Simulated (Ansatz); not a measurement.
AlCo4:

```
CELL_PARAMETERS angstrom
1.28934 0.74440 9.97436
-1.28934 0.74440 9.97436
0.00000 -1.48880 9.97436
ATOMIC_POSITIONS crystal
Co 0.40114 0.40114 0.40114
Co 0.79968 0.79968 0.79968
Co 0.20032 0.20032 0.20032
Co 0.59886 0.59886 0.59886
Al 0.00000 0.00000 0.00000
```

The cell comes from a database or a generator and needn't be the stable form of this composition.

```yaml
Program: Ansatz 0.2.0
Task: relaxation of cell and atoms
Functional: PBEsol
Potentials_or_basis: Ansatz PAW
Cutoff: "420 eV (not typed: the program's choice for these potentials)"
k_mesh: 12 × 12 × 12
Occupations: fermi-dirac, width 0.05 eV
Spin: collinear spin, ferromagnetic start
Starting_moments: "[2.0, 2.0, 2.0, 2.0, 0.0] μB"
```

At the start: volume 11.49 Å³/atom.

Question: Where does the relaxation end?

Answer: It ends after 8 steps and the volume is 11.00 Å³/atom (-4.2 %); space group R-3m (No. 166, to 0.05 Å); moment 5.65 μB per cell.

Step by step:
| step | energy change (eV) | largest force (eV/Å) | volume (Å³) |
| --- | --- | --- | --- |
| 1 | 0.0000 | 0.1948 | 57.44 |
| 2 | -0.0531 | 0.0716 | 56.03 |
| 3 | -0.0651 | 0.0274 | 54.99 |
| 4 | -0.0652 | 0.0067 | 55.03 |
| 5 | -0.0653 | 0.0010 | 55.02 |
| 6 | -0.0633 | 0.0009 | 55.02 |
| 7 | -0.0633 | 0.0002 | 55.00 |
| 8 | -0.0633 | 0.0002 | 55.00 |

Final structure:
```yaml
crystal:
  lattice:
    - [1.26983, 0.73313, 9.84717]
    - [-1.26983, 0.73313, 9.84717]
    - [0.00000, -1.46627, 9.84717]
  atoms:
    - { symbol: Co, position: [0.40142, 0.40142, 0.40142] }
    - { symbol: Co, position: [0.79987, 0.79987, 0.79987] }
    - { symbol: Co, position: [0.20013, 0.20013, 0.20013] }
    - { symbol: Co, position: [0.59858, 0.59858, 0.59858] }
    - { symbol: Al, position: [0.00000, 0.00000, 0.00000] }
```

Caveat: the plane-wave basis is chosen anew once the cell has moved, so the energies of steps on either side of that aren't comparable; the PAW data sets come from PBE, with cores solved anew for the run's functional, which leaves a small shift of forces and pressure.
